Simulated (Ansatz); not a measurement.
**AlAsH3NS: up Jacob's ladder to CCSD(T)**

An exercise on one series of results from a longer session: the logs are not shown, and one member is left open.

Computed with Ansatz 0.2.0, Gaussian basis. Level: functionals in def2-TZVPP, the program's frozen cores in correlated methods.

The runs, in order: LDA (SPW92), PBE-D4, revPBE-D4, BLYP-D4, r2SCAN-D4, B97M-V, PBE0-D4, B3LYP-D4, r2SCANh-D4, r2SCAN0-D4, HSE06-D4, BHLYP-D4, CAM-B3LYP-D4, LC-ωPBE, ωB97X-V, ωB97M-V, B2PLYP, PBE-QIDH; CCSD(T)/def2-SVP; CCSD(T)/def2-TZVPP; MP2/def2-QZVPP; extrapolation to the limit; RPA on PBE.

### Structure used throughout

An earlier PBE0-D4 in a triple-zeta def2 set relaxation fixed the geometry.

SMILES `N[As]1[AlH][S]1`, 7 atoms, charge 0, spin multiplicity 1.

Atoms are counted from 1 here; the program's logs count them from 0.

Bond lengths: N1–As2 1.839 Å, N1–H5 1.011 Å, N1–H6 1.009 Å, As2–Al3 2.396 Å, As2–S4 2.402 Å, Al3–S4 2.126 Å, Al3–H7 1.572 Å. Angles: As2–N1–H5 112.9°, As2–N1–H6 119.1°, H5–N1–H6 110.0°, N1–As2–Al3 104.0°, N1–As2–S4 106.6°, Al3–As2–S4 52.6°, As2–Al3–S4 63.8°, As2–Al3–H7 154.9°, S4–Al3–H7 141.2°, As2–S4–Al3 63.6°.

Set-up of the first run:

in.yaml reads:

```yaml
crystal:
  periodic: [false, false, false]
  atoms:
    - {symbol: N, position_ang: [-0.888890, 1.340933, 0.303197]}
    - {symbol: As, position_ang: [0.134717, 0.680599, -1.074053]}
    - {symbol: Al, position_ang: [1.370470, -1.108881, -0.069047]}
    - {symbol: S, position_ang: [-0.333461, -1.671251, -1.208521]}
    - {symbol: H, position_ang: [-1.828582, 1.578301, 0.016017]}
    - {symbol: H, position_ang: [-0.912327, 0.842283, 1.180093]}
    - {symbol: H, position_ang: [2.519173, -1.729884, 0.806712]}
basis:
  gaussian: {orbitals: def2-TZVPP}
hamiltonian: {xc: lda}
output: {orbitals: {seedname: orbitals}}
```

On the command line:

```sh
ansatz run in.yaml --threads 2 --pin off --events-out ev --progress --plain --max-ram 4352MiB
```

Steps of the session up to this table: LDA; PBE-D4 (GGA); revPBE-D4 (GGA); BLYP-D4 (GGA); r2SCAN-D4 (meta-GGA); B97M-V (meta-GGA); B3LYP-D4 (hybrid); r2SCANh-D4 (hybrid); r2SCAN0-D4 (hybrid); HSE06-D4 (hybrid); BHLYP-D4 (hybrid); CAM-B3LYP-D4 (range-separated); LC-ωPBE (range-separated); ωB97X-V (range-separated); ωB97M-V (range-separated); B2PLYP (double hybrid); PBE-QIDH (double hybrid).

One table of the session follows, with a row left open; its other results are not shown here.

It belongs to the step «Orbital energies across the functionals». 

```
  functional  HOMO (eV)  LUMO (eV)  gap (eV)
 LDA (SPW92)      -5.52      -2.62      2.90
      PBE-D4      -5.38      -2.40      2.98
   revPBE-D4      -5.33      -2.30      3.03
     BLYP-D4      -5.21      -2.24      2.96
   r2SCAN-D4      -5.59      -2.18      3.41
      B97M-V      -5.62      -2.26      3.36
     PBE0-D4      -6.39      -1.69      4.70
    B3LYP-D4      -6.18      -1.85      4.33
  r2SCANh-D4      -5.97      -1.93      4.03
  r2SCAN0-D4      -6.52      -1.56      4.96
    HSE06-D4      -6.00      -2.06      3.94
    BHLYP-D4      -7.25      -0.90      6.34
CAM-B3LYP-D4      -7.57      -0.73      6.84
     LC-ωPBE      -8.84       0.28      9.12
     ωB97X-V          ?          ?         ?
     ωB97M-V      -8.35      -0.03      8.32
```

**Question.** Estimate the row for ωB97X-V.

As computed: HOMO (eV): -8.53; LUMO (eV): 0.19; gap (eV): 8.72. In the column «HOMO (eV)» it lies between LC-ωPBE (-8.84) and ωB97M-V (-8.35).
